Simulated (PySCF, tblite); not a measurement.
# C2H4GeO3, a small molecule taken as a stand-in for a surface group (oxygen-backed Ge): NMR shifts, core binding energies and electronic excitations

Aim: the NMR shifts, core binding energies and electronic excitations of `C#[C][Ge]([OH])([OH])[OH]`.

Programs: tblite 0.8.0 and PySCF 2.14.0. All values are calculated, for the isolated system unless a continuum is named. Atoms count from 0, parts from 1.

### Step 1. Starting point

10 atoms, charge 0, multiplicity 1; geometry: distance geometry start.

### Step 2. Geometry optimisation with GFN2-xTB

The job: settings as JSON, then the geometry in Å.

```
{"job": {"kind": "relax", "xc": "GFN2-xTB", "basis": "xTB"}, "charge": 0, "multiplicity": 1}
O     -1.097491    -1.892871     0.059765
Ge    -0.558238    -0.187556    -0.056666
O     -1.089374     0.602884    -1.589257
O     -1.269157     0.803148     1.286607
C      1.330420    -0.178013     0.043883
C      2.534479    -0.166948     0.117536
H     -2.066971    -1.950053     0.170962
H     -0.681592     1.537453    -1.580895
H     -0.682150     1.623233     1.332254
H      3.586005    -0.187209     0.179802
```

With the program's defaults for keys left out, this is: GFN2-xTB geometry optimisation, gas phase.

Started as:

```
> OMP_NUM_THREADS=1 python cluster_run.py task.json out
```

The driver reads the jobs from task.json and runs them one after another.

Log:

```text
step      E/eV     max force
  0    -555.72812    2.309
  1    -555.90847    2.099
  2    -555.89064    3.847
  3    -555.98827    0.794
  4    -556.01439    0.472
  5    -556.03126    0.504
  6    -556.04051    0.370
  7    -556.04803    0.214
  8    -556.05477    0.318
  9    -556.06764    0.485
 10    -556.08135    0.467
 11    -556.08950    0.224
 12    -556.09269    0.142
 13    -556.09450    0.139
 14    -556.09657    0.211
 15    -556.09915    0.201
 16    -556.10127    0.103
 17    -556.10258    0.104
 18    -556.10363    0.112
 19    -556.10512    0.160
 20    -556.10678    0.141
 21    -556.10780    0.059
 22    -556.10811    0.045
 23    -556.10822    0.034
 24    -556.10837    0.036
 25    -556.10858    0.047
 26    -556.10878    0.033
 27    -556.10888    0.022
 28    -556.10893    0.022
 29    -556.10898    0.023
 30    -556.10908    0.036
 31    -556.10926    0.048
 32    -556.10948    0.047
 33    -556.10965    0.035
 34    -556.10973    0.034
 35    -556.10980    0.034
 36    -556.10988    0.032
 37    -556.11000    0.039
 38    -556.11011    0.034
 39    -556.11017    0.015
 40    -556.11019    0.007
```

Run time: 0.44 s. Hardware: 1 thread of AMD EPYC 9R45, shared host.

The steps of the relaxation: (not every step is listed) (the energy doesn't fall at every step)

```tsv
step	energy from step 0 (eV)	largest force (eV/Å)
0	0.0000	2.3082
1	-0.1803	2.0989
2	-0.1625	3.8473
3	-0.2602	0.7944
4	-0.2863	0.4727
5	-0.3031	0.5046
6	-0.3124	0.3694
7	-0.3199	0.2136
8	-0.3266	0.3184
10	-0.3532	0.4668
12	-0.3646	0.1418
14	-0.3685	0.2106
16	-0.3732	0.1038
18	-0.3755	0.1129
20	-0.3787	0.1410
22	-0.3800	0.0448
24	-0.3803	0.0361
26	-0.3807	0.0333
28	-0.3808	0.0218
30	-0.3810	0.0357
32	-0.3814	0.0477
34	-0.3816	0.0346
35	-0.3817	0.0340
36	-0.3818	0.0326
37	-0.3819	0.0392
38	-0.3820	0.0341
39	-0.3821	0.0150
40	-0.3821	0.0075
```

Close pairs (by a distance rule), those that changed most:

```tsv
bond	before (Å)	after (Å)	change (Å)
O0–Ge1	1.792	1.705	-0.087
Ge1–O3	1.814	1.745	-0.069
O2–H7	1.020	0.953	-0.066
Ge1–O2	1.804	1.742	-0.063
O3–H8	1.010	0.953	-0.057
O0–H6	0.978	0.956	-0.022
Ge1–C4	1.891	1.908	+0.016
C4–C5	1.206	1.201	-0.006
```

### Step 3. Relaxing the molecule at PBE0-D3(BJ)/def2-SVP

The job: settings as JSON, then the geometry in Å.

```
{"job": {"xc": "PBE0", "basis": "def2-SVP", "d3": "d3bj", "grid": 2, "kind": "geom", "shake": 0.01}, "charge": 0, "multiplicity": 1}
O     -1.083986    -1.755000     0.059380
Ge    -0.508235    -0.140873    -0.037064
O     -1.105113     0.536904    -1.539573
O     -1.187822     0.743398     1.287547
C      1.399433    -0.190865     0.046723
C      2.597302    -0.196088     0.114785
H     -2.046053    -1.806705     0.113792
H     -0.800723     1.423327    -1.790020
H     -0.872845     1.596164     1.563030
H      3.649594    -0.235845     0.182872
```

Log:

```text
step   0  E = -2380.21143357  max force = 0.039713
step   1  E = -2380.21416018  max force = 0.011493
step   2  E = -2380.21468891  max force = 0.002246
step   3  E = -2380.21476901  max force = 0.001138
step   4  E = -2380.21483758  max force = 0.001619
step   5  E = -2380.21490731  max force = 0.001988
step   6  E = -2380.21504407  max force = 0.002223
step   7  E = -2380.21529605  max force = 0.003178
step   8  E = -2380.21550376  max force = 0.005486
step   9  E = -2380.21594444  max force = 0.004688
step  10  E = -2380.21674747  max force = 0.004044
step  11  E = -2380.21717027  max force = 0.003520
step  12  E = -2380.21759169  max force = 0.002021
step  13  E = -2380.21768150  max force = 0.000978
step  14  E = -2380.21773780  max force = 0.001169
step  15  E = -2380.21780579  max force = 0.001187
step  16  E = -2380.21794278  max force = 0.001664
step  17  E = -2380.21805081  max force = 0.001147
step  18  E = -2380.21810062  max force = 0.000650
step  19  E = -2380.21811082  max force = 0.000263
optimisation converged
```

It took 95 s on 1 thread of AMD EPYC 9R45, shared host; peak memory 0.63 GiB.

Along the way:

```tsv
step	energy from step 0 (eV)	largest force component (eV/Å)
0	0.0000	2.0421
1	-0.0742	0.5910
2	-0.0886	0.1155
3	-0.0908	0.0585
4	-0.0926	0.0833
5	-0.0945	0.1022
6	-0.0982	0.1143
7	-0.1051	0.1634
8	-0.1108	0.2821
9	-0.1227	0.2411
10	-0.1446	0.2080
11	-0.1561	0.1810
12	-0.1676	0.1039
13	-0.1700	0.0503
14	-0.1715	0.0601
15	-0.1734	0.0610
16	-0.1771	0.0856
17	-0.1801	0.0590
18	-0.1814	0.0334
19	-0.1817	0.0135
```

Close pairs (by a distance rule), those that changed most:

```tsv
bond	before (Å)	after (Å)	change (Å)
O0–Ge1	1.716	1.754	+0.038
Ge1–O3	1.732	1.766	+0.034
Ge1–C4	1.910	1.889	-0.022
C5–H9	1.055	1.076	+0.021
C4–C5	1.200	1.215	+0.015
O3–H8	0.950	0.964	+0.014
O2–H7	0.970	0.964	-0.006
Ge1–O2	1.753	1.757	+0.004
```

The final coordinates are the input of the step that follows.

```tsv
at the end point	value
point group (found at 0.08 Å tolerance)	C1
rotational constants (GHz, main isotopes)	3.546, 1.962, 1.893
dipole moment (D)	1.76
```

### Step 4. NMR shieldings: PBE0/pcSseg-2

The job: settings as JSON, then the geometry in Å.

```
{"job": {"kind": "nmr", "xc": "PBE0", "basis": "pcSseg-2"}, "charge": 0, "multiplicity": 1}
O     -0.977149    -1.690388     0.206342
Ge    -0.475109    -0.041979    -0.123024
O     -1.091715     0.408415    -1.705079
O     -1.195670     1.139341     0.974371
C      1.406848    -0.013820     0.032593
C      2.615227     0.040185     0.146902
H     -1.887328    -1.844452    -0.072873
H     -1.353403     1.336076    -1.729634
H     -0.740057     1.184672     1.822328
H      3.686123     0.080973     0.243568
```

Method: GIAO PBE0/pcSseg-2 NMR shielding, non-relativistic, gas phase.

Log:

```text
coarse grid: 43208 points
cycle   1  E = -2380.5690365046  dE =  1.289e-01  |g| = 1.629e+00  |ddm| = 2.704e+00
cycle   2  E = -2380.0924195409  dE =  4.766e-01  |g| = 2.391e+00  |ddm| = 2.071e+00
cycle   3  E = -2380.8832720243  dE = -7.909e-01  |g| = 1.924e-01  |ddm| = 1.464e+00
cycle   4  E = -2380.8883468408  dE = -5.075e-03  |g| = 1.114e-01  |ddm| = 2.018e-01
cycle   5  E = -2380.8904691794  dE = -2.122e-03  |g| = 4.512e-02  |ddm| = 1.077e-01
cycle   6  E = -2380.8909642376  dE = -4.951e-04  |g| = 8.826e-03  |ddm| = 3.336e-02
cycle   7  E = -2380.8909787079  dE = -1.447e-05  |g| = 2.568e-03  |ddm| = 6.555e-03
cycle   8  E = -2380.8909797023  dE = -9.944e-07  |g| = 5.360e-04  |ddm| = 2.501e-03
final grid: 90568 points
cycle   9  E = -2380.8909839349  dE = -2.585e-08  |g| = 7.161e-04  |ddm| = 2.793e-03
cycle  10  E = -2380.8909837931  dE =  1.418e-07  |g| = 1.141e-03  |ddm| = 1.212e-03
cycle  11  E = -2380.8909840344  dE = -2.413e-07  |g| = 1.234e-04  |ddm| = 6.827e-04
cycle  12  E = -2380.8909840376  dE = -3.183e-09  |g| = 3.296e-05  |ddm| = 1.377e-04
cycle  13  E = -2380.8909840378  dE = -2.328e-10  |g| = 9.749e-06  |ddm| = 2.538e-05
converged SCF energy = -2380.8909840378

GIAO shielding tensors (ppm)
atom      isotropic    diamagn.    paramagn.     s11        s22        s33       span
  0 O      273.579     382.367    -108.788    246.045    261.457    313.235     67.189
  1 Ge    1358.566    2758.418   -1399.852   1305.806   1358.741   1411.150    105.344
  2 O      284.736     383.638     -98.902    254.810    279.337    320.061     65.251
  3 O      264.254     384.652    -120.398    231.404    251.907    309.451     78.048
  4 C       99.682     257.139    -157.457      1.440      4.557    293.048    291.608
  5 C       83.485     263.940    -180.455     -5.638     -1.870    257.964    263.602
  6 H       29.949      30.707      -0.758     21.287     24.542     44.020     22.733
  7 H       30.033      31.180      -1.147     21.047     24.915     44.137     23.090
  8 H       29.857      31.615      -1.758     21.523     24.685     43.363     21.841
  9 H       29.213      30.957      -1.744     23.979     23.998     39.663     15.684
```

It took 26 s on 1 thread of AMD EPYC 9R45, shared host; peak memory 1.3 GiB.

Shifts follow as δ = σ(reference) − σ, with reference shieldings (ppm) from runs at the same level and on the same kind of geometry: ¹H TMS 31.25, ¹³C TMS 184.1, ¹⁷O H2O 328.2, ⁷³Ge GeMe4 1337. The references are single molecules in the gas phase, so shifts against H2O, NH3, PH3, H3PO4 or CFCl3 are not on the usual liquid scales and can be off by tens of ppm.

```tsv
atoms	environment	σ (ppm)	δ (ppm)
C5	carbon bonded to C, H	83.5	100.6
C4	carbon bonded to C, Ge	99.7	84.4
H9	hydrogen on a carbon bonded to C	29.21	2.03
H8	hydrogen on an oxygen bonded to Ge	29.86	1.39
H6	hydrogen on an oxygen bonded to Ge	29.95	1.30
H7	hydrogen on an oxygen bonded to Ge	30.03	1.21
O3	oxygen bonded to Ge, H	264.3	63.9
O0	oxygen bonded to Ge, H	273.6	54.6
O2	oxygen bonded to Ge, H	284.7	43.4
Ge1	germanium bonded to C, 3 O	1359	-21
```

The run also stored atomic charges by several schemes (e):

```tsv
atoms	Mulliken	IAO	Hirshfeld	ESP fit
O0	-0.49	-0.77	-0.32	-0.66
Ge1	0.84	1.50	0.61	1.06
O2	-0.50	-0.78	-0.33	-0.68
O3	-0.49	-0.79	-0.33	-0.74
C4	-0.12	-0.35	-0.16	-0.22
C5	0.03	-0.16	-0.07	-0.30
```

Mayer bond orders: O0–Ge1 1.08, Ge1–O2 1.04, Ge1–O3 1.01, Ge1–C4 1.11, C4–C5 2.62.

### Step 5. Core holes by ΔSCF: SCAN, X2C

The job, as its differences from that of step 4:

```diff
@@ -1,2 +1,2 @@
-{"job": {"kind": "nmr", "xc": "PBE0", "basis": "pcSseg-2"}, "charge": 0, "multiplicity": 1}
+{"job": {"kind": "xps", "holes": 5}, "charge": 0, "multiplicity": 1}
 O     -0.977149    -1.690388     0.206342
```

Method: delta-SCF UKS SCAN, pcX-2 on the ionised atom, pcseg-1 elsewhere, spin-free X2C.

Log:

```text
ground state, core basis on atom 0 (O), 148 functions
  cycle   1  E = -2398.00215244  |g| = 1.24e+00
  cycle   2  E = -2397.32856481  |g| = 2.22e+00
  cycle   3  E = -2398.27609887  |g| = 2.30e-01
  cycle   4  E = -2398.28728859  |g| = 9.66e-02
  cycle   5  E = -2398.28865560  |g| = 5.25e-02
  cycle   6  E = -2398.28921732  |g| = 1.52e-02
  cycle   7  E = -2398.28922906  |g| = 1.38e-02
  cycle   8  E = -2398.28927938  |g| = 2.29e-03
  cycle   9  E = -2398.28927804  |g| = 2.71e-04
  E(ground) = -2398.43056679 Eh
hole in O 1s of atom 0
  cycle   1  E = -2377.67897231  |g| = 2.22e+00
  cycle   2  E = -2376.26643968  |g| = 2.48e+00
  cycle   3  E = -2378.24614968  |g| = 7.08e-01
  cycle   4  E = -2378.33191957  |g| = 5.63e-01
  cycle   5  E = -2378.44358333  |g| = 3.21e-01
  cycle   6  E = -2378.49718864  |g| = 9.06e-02
  cycle   7  E = -2378.50048123  |g| = 3.72e-02
  cycle   8  E = -2378.50106871  |g| = 1.08e-02
  cycle   9  E = -2378.50112292  |g| = 4.86e-03
  cycle  10  E = -2378.50112852  |g| = 3.14e-03
  cycle  11  E = -2378.50113183  |g| = 6.75e-04
  cycle  12  E = -2378.50113297  |g| = 2.58e-04
  E(ion) = -2378.64343836 Eh   <S^2> = 0.7626   hole on atom = 1.000   binding energy = 538.435 eV
ground state, core basis on atom 2 (O), 148 functions
  cycle   1  E = -2398.28660754  |g| = 1.28e-01
  cycle   2  E = -2398.28144080  |g| = 1.89e-01
  cycle   3  E = -2398.28781703  |g| = 4.36e-02
  cycle   4  E = -2398.28810735  |g| = 1.80e-02
  cycle   5  E = -2398.28817290  |g| = 5.51e-03
  cycle   6  E = -2398.28818087  |g| = 1.86e-03
  cycle   7  E = -2398.28818260  |g| = 1.64e-04
  E(ground) = -2398.43056898 Eh
hole in O 1s of atom 2
  cycle   1  E = -2377.67473547  |g| = 2.22e+00
  cycle   2  E = -2375.14874645  |g| = 2.67e+00
  cycle   3  E = -2378.03970612  |g| = 8.92e-01
  cycle   4  E = -2378.35658045  |g| = 5.30e-01
  cycle   5  E = -2378.40456496  |g| = 4.23e-01
  cycle   6  E = -2378.48833323  |g| = 1.29e-01
  cycle   7  E = -2378.49526546  |g| = 6.26e-02
  cycle   8  E = -2378.49693535  |g| = 1.25e-02
  cycle   9  E = -2378.49701860  |g| = 2.84e-03
  cycle  10  E = -2378.49702173  |g| = 1.92e-03
  cycle  11  E = -2378.49702290  |g| = 9.34e-04
  cycle  12  E = -2378.49702362  |g| = 1.86e-04
  E(ion) = -2378.64073411 Eh   <S^2> = 0.7626   hole on atom = 1.000   binding energy = 538.509 eV
ground state, core basis on atom 3 (O), 148 functions
  cycle   1  E = -2398.28747282  |g| = 1.26e-01
  cycle   2  E = -2398.28273964  |g| = 1.81e-01
  cycle   3  E = -2398.28853660  |g| = 4.48e-02
  cycle   4  E = -2398.28881824  |g| = 2.05e-02
  cycle   5  E = -2398.28891845  |g| = 5.26e-03
  cycle   6  E = -2398.28892207  |g| = 1.84e-03
  cycle   7  E = -2398.28892401  |g| = 2.43e-04
  E(ground) = -2398.43007960 Eh
hole in O 1s of atom 3
  cycle   1  E = -2377.67500022  |g| = 2.22e+00
  cycle   2  E = -2375.95924343  |g| = 2.60e+00
  cycle   3  E = -2378.20511019  |g| = 7.46e-01
  cycle   4  E = -2378.31465891  |g| = 5.97e-01
  cycle   5  E = -2378.43588371  |g| = 3.39e-01
  cycle   6  E = -2378.49520838  |g| = 1.01e-01
  cycle   7  E = -2378.49941175  |g| = 4.15e-02
  cycle   8  E = -2378.50017931  |g| = 9.49e-03
  cycle   9  E = -2378.50023142  |g| = 2.78e-03
  cycle  10  E = -2378.50023092  |g| = 2.57e-03
  cycle  11  E = -2378.50023368  |g| = 9.26e-04
  cycle  12  E = -2378.50023284  |g| = 2.63e-04
  E(ion) = -2378.64326294 Eh   <S^2> = 0.7629   hole on atom = 1.000   binding energy = 538.427 eV
ground state, core basis on atom 4 (C), 148 functions
  cycle   1  E = -2398.26070278  |g| = 9.02e-02
  cycle   2  E = -2398.25781157  |g| = 1.41e-01
  cycle   3  E = -2398.26153589  |g| = 2.52e-02
  cycle   4  E = -2398.26156731  |g| = 2.07e-02
  cycle   5  E = -2398.26166985  |g| = 4.24e-03
  cycle   6  E = -2398.26167292  |g| = 1.24e-03
  cycle   7  E = -2398.26167476  |g| = 2.33e-04
  E(ground) = -2398.40665734 Eh
hole in C 1s of atom 4
  cycle   1  E = -2387.00080898  |g| = 1.51e+00
  cycle   2  E = -2382.28468031  |g| = 2.99e+00
  cycle   3  E = -2386.87052105  |g| = 1.15e+00
  cycle   4  E = -2387.39138268  |g| = 6.45e-01
  cycle   5  E = -2387.52415774  |g| = 3.40e-01
  cycle   6  E = -2387.57000727  |g| = 1.02e-01
  cycle   7  E = -2387.57620018  |g| = 2.18e-02
  cycle   8  E = -2387.57689414  |g| = 1.15e-02
  cycle   9  E = -2387.57722250  |g| = 7.51e-03
  cycle  10  E = -2387.57739687  |g| = 4.79e-03
  cycle  11  E = -2387.57743544  |g| = 5.21e-03
  cycle  12  E = -2387.57744900  |g| = 1.37e-03
  cycle  13  E = -2387.57745131  |g| = 3.89e-04
  E(ion) = -2387.72118208 Eh   <S^2> = 0.8618   hole on atom = 1.000   binding energy = 290.767 eV
ground state, core basis on atom 5 (C), 148 functions
  cycle   1  E = -2398.25937046  |g| = 6.24e-02
  cycle   2  E = -2398.25769052  |g| = 8.48e-02
  cycle   3  E = -2398.25885826  |g| = 5.23e-02
  cycle   4  E = -2398.25958444  |g| = 2.78e-03
  cycle   5  E = -2398.25958611  |g| = 1.25e-03
  cycle   6  E = -2398.25958708  |g| = 2.56e-04
  E(ground) = -2398.40469727 Eh
hole in C 1s of atom 5
  cycle   1  E = -2386.98957222  |g| = 1.50e+00
  cycle   2  E = -2382.00880648  |g| = 2.80e+00
  cycle   3  E = -2386.75578728  |g| = 1.27e+00
  cycle   4  E = -2387.28814050  |g| = 7.34e-01
  cycle   5  E = -2387.49657923  |g| = 3.82e-01
  cycle   6  E = -2387.55784773  |g| = 1.10e-01
  cycle   7  E = -2387.56409884  |g| = 5.04e-02
  cycle   8  E = -2387.56519153  |g| = 2.67e-02
  cycle   9  E = -2387.56572153  |g| = 1.26e-02
  cycle  10  E = -2387.56595366  |g| = 7.72e-03
  cycle  11  E = -2387.56610098  |g| = 6.64e-03
  cycle  12  E = -2387.56614565  |g| = 4.29e-03
  cycle  13  E = -2387.56616610  |g| = 1.25e-03
  cycle  14  E = -2387.56616492  |g| = 2.61e-04
  E(ion) = -2387.70988791 Eh   <S^2> = 0.8646   hole on atom = 1.000   binding energy = 291.021 eV
```

It took 16 s on 1 thread of AMD EPYC 9R45, shared host; peak memory 0.52 GiB.

The holes in one table. −ε is the ground-state orbital energy:

```tsv
hole	stands for	environment	ΔSCF (eV)	−ε (eV)	⟨S²⟩
O1s on O0	O0	oxygen bonded to Ge, H	538.44	516.8	0.763
O1s on O2	O2	oxygen bonded to Ge, H	538.51	516.9	0.763
O1s on O3	O3	oxygen bonded to Ge, H	538.43	516.9	0.763
C1s on C4	C4	carbon bonded to C, Ge	290.77 (doubtful)	274.1	0.862
C1s on C5	C5	carbon bonded to C, H	291.02 (doubtful)	274.3	0.865
```

Doubtful: the ion did not converge, its hole moved, or its ⟨S²⟩ is well above 0.75.

### Step 6. TDDFT and polarisability: CAM-B3LYP/def2-SVPD

The job, as its differences from that of step 5:

```diff
@@ -1,2 +1,2 @@
-{"job": {"kind": "xps", "holes": 5}, "charge": 0, "multiplicity": 1}
+{"job": {"kind": "uv", "xc": "CAM-B3LYP", "basis": "def2-SVPD", "nstates": 6, "ntriplets": 2, "ip": true}, "charge": 0, "multiplicity": 1}
 O     -0.977149    -1.690388     0.206342
```

Level: TDDFT CAM-B3LYP/def2-SVPD, vertical, gas phase, core orbitals frozen in the response.

Log:

```text
coarse grid: 43208 points
cycle   1  E = -2380.5954211660  dE =  1.297e-01  |g| = 1.193e+00  |ddm| = 7.457e+00
cycle   2  E = -2380.4254835858  dE =  1.699e-01  |g| = 1.585e+00  |ddm| = 3.538e+00
cycle   3  E = -2380.8496148963  dE = -4.241e-01  |g| = 8.019e-02  |ddm| = 1.880e+00
cycle   4  E = -2380.8507428611  dE = -1.128e-03  |g| = 4.334e-02  |ddm| = 2.014e-01
cycle   5  E = -2380.8511085056  dE = -3.656e-04  |g| = 1.725e-02  |ddm| = 8.934e-02
cycle   6  E = -2380.8511761794  dE = -6.767e-05  |g| = 5.093e-03  |ddm| = 3.031e-02
cycle   7  E = -2380.8511821683  dE = -5.989e-06  |g| = 1.016e-03  |ddm| = 1.306e-02
final grid: 90568 points
cycle   8  E = -2380.8511416499  dE =  2.821e-09  |g| = 1.066e-03  |ddm| = 3.175e-03
cycle   9  E = -2380.8511414710  dE =  1.789e-07  |g| = 1.362e-03  |ddm| = 2.922e-03
cycle  10  E = -2380.8511418220  dE = -3.509e-07  |g| = 2.232e-04  |ddm| = 1.661e-03
cycle  11  E = -2380.8511418324  dE = -1.041e-08  |g| = 2.401e-05  |ddm| = 2.909e-04
cycle  12  E = -2380.8511418326  dE = -1.551e-10  |g| = 1.075e-05  |ddm| = 4.582e-05
converged SCF energy = -2380.8511418326

Static polarisability (au): isotropic 60.311, principal 51.756 52.928 76.250

Singlet excitations
state   eV       nm        f      main configurations
  1   6.0704    204.2   0.00002   H->L+1 0.34, H-1->L+1 0.28, H->L+2 0.11
  2   6.3577    195.0   0.00072   H-1->L+1 0.23, H->L+1 0.21, H->L+2 0.21
  3   6.3782    194.4   0.00033   H-1->L+2 0.33, H->L+2 0.30, H-1->L+1 0.12
  4   7.5742    163.7   0.00664   H-2->L 0.42, H->L 0.34
  5   7.7529    159.9   0.05555   H-1->L 0.39, H-3->L 0.25, H-3->L+1 0.11
  6   7.9709    155.5   0.10929   H-4->L 0.27, H-2->L 0.18, H-2->L+2 0.14

Triplet excitations (Tamm-Dancoff, eV): 4.9623 5.4480
Vertical ionisation energy (delta-SCF) = 11.1567 eV
```

Wall time 96 s (1 thread of AMD EPYC 9R45, shared host); peak memory 0.94 GiB.

The orbitals next to the gap, with their largest atomic shares:

```tsv
orbital	eV	atoms
HOMO−3	-10.97	O2 51 %, O0 17 %, O3 12 %
HOMO−2	-10.80	O0 48 %, O3 37 %
HOMO−1	-10.17	C4 44 %, C5 42 %, O2 5 %
HOMO	-10.13	C4 42 %, C5 40 %, O3 7 %
LUMO	0.36	Ge1 39 %, O3 15 %, O2 10 %
LUMO+1	0.61	C5 28 %, C4 26 %, Ge1 15 %
LUMO+2	0.77	C5 30 %, C4 27 %, Ge1 12 %
```

With each of the 6 states as a Gaussian band of 0.4 eV half-width at 1/e, the curve within the window shown has maxima at 157 nm (ε 6,400) L/(mol cm). Beyond the last state computed it falls off for lack of states. The curve at chosen wavelengths:

```csv
nm,ε (L/mol/cm)
150,2955
153,4995
156,6279
159,6115
162,4782
165,3091
168,1691
171,798
174,330
177,124
180,47
183,26
186,27
190,37
193,42
196,43
199,39
202,32
205,24
208,16
211,10
214,6
217,3
220,2
223,1
226,0
```

Ground-state properties from the same run:

```tsv
property	computed
dipole moment (D)	1.81
polarisability (Å³)	8.94
HOMO–LUMO gap (eV)	10.49
−ε(HOMO) (eV)	10.13
```

### Step 7. Summary of results

```
                                 quantity                               value
                              point group                                  C1
     rotational constants (main isotopes)                3.55, 1.96, 1.89 GHz
   ¹³C shifts against TMS (PBE0/pcSseg-2)                     100.6, 84.4 ppm
    ¹H shifts against TMS (PBE0/pcSseg-2)          2.03, 1.39, 1.30, 1.21 ppm
   ¹⁷O shifts against H2O (PBE0/pcSseg-2)                63.9, 54.6, 43.4 ppm
⁷³Ge shifts against GeMe4 (PBE0/pcSseg-2)                             -21 ppm
         O1s binding energies, SCAN/pcX-2  O2 538.51, O0 538.44, O3 538.43 eV
     lowest singlet (CAM-B3LYP/def2-SVPD)         6.07 eV (204 nm), f = 0.000
 brightest single state of those computed         state 6, 7.97 eV, f = 0.109
                           lowest triplet                             4.96 eV
        vertical ionisation energy (ΔSCF)                            11.16 eV
```

What this shows: The optimisation took 19 steps and gained 0.182 eV; among the close pairs (by a distance rule), O0–Ge1 changed most, from 1.716 to 1.754 Å (PBE0/def2-SVP). At PBE0/pcSseg-2: Shielding is most anisotropic at C4 (span 292 ppm, paramagnetic term -157 ppm). The O1s levels kept as sound span 0.08 eV, from O3 (oxygen bonded to Ge, H) up to O2 (oxygen bonded to Ge, H). The lowest singlet, at 6.07 eV, is HOMO→LUMO+1 0.34, HOMO−1→LUMO+1 0.28 and is dark; of the 6 states computed, the strongest absorption comes from state 6 at 7.97 eV (the last computed, so partners may be missing). The lowest triplet lies 1.11 eV below the lowest singlet (triplets in Tamm-Dancoff, singlets in full TDDFT). ΔSCF puts the ionisation energy at 11.16 eV, 1.03 eV above −ε(HOMO). Spin-orbit coupling is left out, which matters for shieldings and couplings at and beside the heavy atoms.
